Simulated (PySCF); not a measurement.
# CH8B2P− (SMILES BP[BH2-]C) at B3LYP/6-311+G(d,p)

What is the vertical singlet–triplet gap of CH8B2P− at B3LYP/6-311+G**? 

The results are computed with PySCF 2.14.0.

**1. The structure to begin with**

CH8B2P−: 12 atoms, total charge -1, spin state singlet. SMILES: `BP[BH2-]C`. The shape is that of a GFN2-xTB optimisation. This is one conformer, not always the lowest.

Bond lengths: B1–P2 1.806 Å, P2–B3 2.038 Å, B3–C4 1.631 Å, B1–H5 1.183 Å, B1–H6 1.183 Å, P2–H7 1.390 Å, B3–H8 1.205 Å, B3–H9 1.209 Å, C4–H10 1.094 Å, C4–H11 1.091 Å, C4–H12 1.092 Å. Some angles: B1–P2–B3 110.4°, P2–B3–C4 109.3°, B1–P2–H7 101.5°, B3–P2–H7 104.5°, P2–B1–H5 119.0°, P2–B1–H6 122.6°, P2–B3–H8 104.4°, P2–B3–H9 105.8°, C4–B3–H8 112.9°, C4–B3–H9 112.2°.

**2. The energy at B3LYP/6-311+G(d,p)**

The input, job.py:

```python
from pyscf import gto, dft

mol = gto.M(
    atom='''
B     -1.035160     2.239660     0.581070
P     -0.156110     0.716370     0.993640
B     -0.123150    -0.542070    -0.609530
C      0.790080    -1.845980    -0.252690
H     -2.180890     2.181380     0.292590
H     -0.554610     3.311290     0.725770
H      1.151300     1.173580     1.105420
H     -1.281250    -0.818720    -0.796990
H      0.336280     0.101570    -1.524130
H      0.844720    -2.528780    -1.105860
H      0.392580    -2.414860     0.588590
H      1.816210    -1.573440     0.002130
''',
    charge=-1,
    verbose=3,
    basis='6-311+g**',
    max_memory=1860,
)

mf = dft.RKS(mol, xc='b3lyp')
mf.grids.level = 4
mf.conv_tol = 1e-10
mf.kernel()
if not mf.converged:
    mf = mf.newton().run(mf.mo_coeff, mf.mo_occ)

etot = mf.e_tot
print('Final energy', etot)
```

Started as:

```
$ OMP_NUM_THREADS=1 python job.py
```

Log:

```text
converged SCF energy = -434.07263201112
Final energy -434.07263201111965
```

Wall time 36 s (1 thread of Arm Neoverse V1, shared host); peak memory 0.93 GiB.

**3. The triplet**

The input, input.xyz:

```xyz
12

B     -1.035160     2.239660     0.581070
P     -0.156110     0.716370     0.993640
B     -0.123150    -0.542070    -0.609530
C      0.790080    -1.845980    -0.252690
H     -2.180890     2.181380     0.292590
H     -0.554610     3.311290     0.725770
H      1.151300     1.173580     1.105420
H     -1.281250    -0.818720    -0.796990
H      0.336280     0.101570    -1.524130
H      0.844720    -2.528780    -1.105860
H      0.392580    -2.414860     0.588590
H      1.816210    -1.573440     0.002130
```

The input, input.py:

```python
from pyscf import gto, dft

molecule = gto.M(
    atom='input.xyz',
    verbose=3,
    max_memory=1860,
    basis='6-311+g**',
    spin=2,
    charge=-1,
)

ks = dft.UKS(molecule, xc='b3lyp')
ks.grids.level = 4
ks.conv_tol = 1e-10
ks.kernel()
if not ks.converged:
    ks = ks.newton().run(ks.mo_coeff, ks.mo_occ)

etot = ks.e_tot
print('Final energy', etot)
```

Started as:

```
$ OMP_NUM_THREADS=1 python input.py
```

Log:

```text
WARN: HOMO -0.126848683403455 >= LUMO -0.272351000981213

WARN: HOMO 0.119023917194874 >= LUMO 0.0301817590088002

WARN: HOMO 0.0569613138708748 >= LUMO -0.00987718776052715

WARN: HOMO 0.038609393528223 >= LUMO -0.017719398376856

WARN: HOMO 0.045824614860912 >= LUMO -0.00965500315458434

WARN: HOMO 0.0450616731138365 >= LUMO -0.0087996124315679

WARN: HOMO 0.0450434313333712 >= LUMO -0.00864756798357402

WARN: HOMO 0.0449901246002521 >= LUMO -0.0084717253695632

WARN: HOMO 0.0450138361384378 >= LUMO -0.00849867717073416

WARN: HOMO 0.0450402733664026 >= LUMO -0.00848185650420752

WARN: HOMO 0.0450477133467889 >= LUMO -0.00847874034032492

WARN: HOMO 0.0450447327138457 >= LUMO -0.00849059142794051

WARN: HOMO 0.0450487906138455 >= LUMO -0.00848605044813289

WARN: HOMO 0.0450485176235619 >= LUMO -0.00848763673402009

WARN: HOMO 0.0450483562238291 >= LUMO -0.0084878508334576

WARN: HOMO 0.0450483986824804 >= LUMO -0.00848760599355913

converged SCF energy = -433.966747686902  <S^2> = 2.0047443  2S+1 = 3.0031612
Final energy -433.966747686902
```

Wall time 87 s (1 thread of Arm Neoverse V1, shared host); peak memory 0.96 GiB.

**4. What came out**

Level: B3LYP/6-311+G**.

| quantity | value |
| --- | --- |
| singlet: total energy | -434.07263 Eh |
| singlet: HOMO energy | -1.53 eV |
| singlet: LUMO energy | 2.84 eV |
| singlet: HOMO–LUMO gap (to an unbound level, set by the basis) | 4.37 eV |
| triplet: total energy | -433.96675 Eh |
| triplet: HOMO energy (highest over α and β) | 1.23 eV |
| triplet: ⟨S²⟩ | 2.005 |
| vertical energy of the triplet above the singlet | 2.881 eV |

**Reading.** At this shape the triplet lies 2.88 eV (66 kcal/mol) above the singlet. Mulliken charges (triplet) run from -0.79 on B1 to +0.47 on P2; in a basis this large or diffuse they mean little. The HOMO (triplet) lies at positive energy, 1.23 eV; only total energies tell whether the electron is bound.
